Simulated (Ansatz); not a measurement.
The system is NiMoIrPdW.

```
Ni Mo Pd Ir W
1.0
     2.77081    0.00000    0.00000
    -1.38540    2.39959    0.00000
     0.00000    0.00000   22.01991
Ni Mo Pd Ir W
2 2 2 2 2
Cartesian
  0.0000 1.5997 18.7348
  1.3854 0.7999 3.2852
  1.3854 0.7999 16.7481
  0.0000 1.5997 5.2718
  0.0000 1.5997 1.1734
  1.3854 0.7999 20.8465
  0.0000 1.5997 14.4948
  1.3854 0.7999 7.5251
  0.0000 1.5997 9.7808
  1.3854 0.7999 12.2391
```

The cell was built by a generator and needn't be a form met in nature.

| Item | Value |
| --- | --- |
| Program | Ansatz 0.2.0 |
| Task | relaxation of cell and atoms |
| Functional | PBE |
| Dispersion | D3(BJ) |
| Potentials or basis | Ansatz PAW |
| Cutoff | 420 eV (not typed: the program's choice for these potentials) |
| k mesh | 8 × 8 × 1 |
| Occupations | fermi-dirac, width 0.05 eV |
| Spin | collinear spin, ferromagnetic start |
| Starting moments | [1.0, 1.0, 1.0, 1.0, 0.0, 0.0, 0.6, 0.6, 0.0, 0.0] μB |

At the start: volume 14.64 Å³/atom.

Problem. How do energy, volume and symmetry change on relaxing?

Solution. It ends after 5 steps and the volume is 14.23 Å³/atom (-2.8 %); space group P-3m1 (No. 164, to 0.05 Å); moment 0.00 μB per cell.

The path:
```tsv
step	energy change (eV)	largest force (eV/Å)	volume (Å³)
1	0.0000	0.0802	146.41
2	-0.0872	0.0600	142.80
3	-0.0891	0.0180	142.33
4	-0.0892	0.0040	142.34
5	-0.0874	0.0040	142.34
```

Final structure:
```
Ni Mo Pd Ir W
1.0
     2.74650    0.00000    0.00000
    -1.37325    2.37854    0.00000
     0.00000    0.00000   21.78827
Ni Mo Pd Ir W
2 2 2 2 2
Cartesian
  0.0000 1.5857 18.5592
  1.3733 0.7928 3.2291
  1.3733 0.7928 16.5873
  0.0000 1.5857 5.2010
  0.0000 1.5857 1.1511
  1.3733 0.7928 20.6372
  0.0000 1.5857 14.3534
  1.3733 0.7928 7.4349
  0.0000 1.5857 9.6750
  1.3733 0.7928 12.1133
```

Caveat: the plane-wave basis is chosen anew once the cell has moved, so the energies of steps on either side of that aren't comparable; pairwise dispersion overbinds metals, which lowers pressure and volume; the starting moments weren't kept.
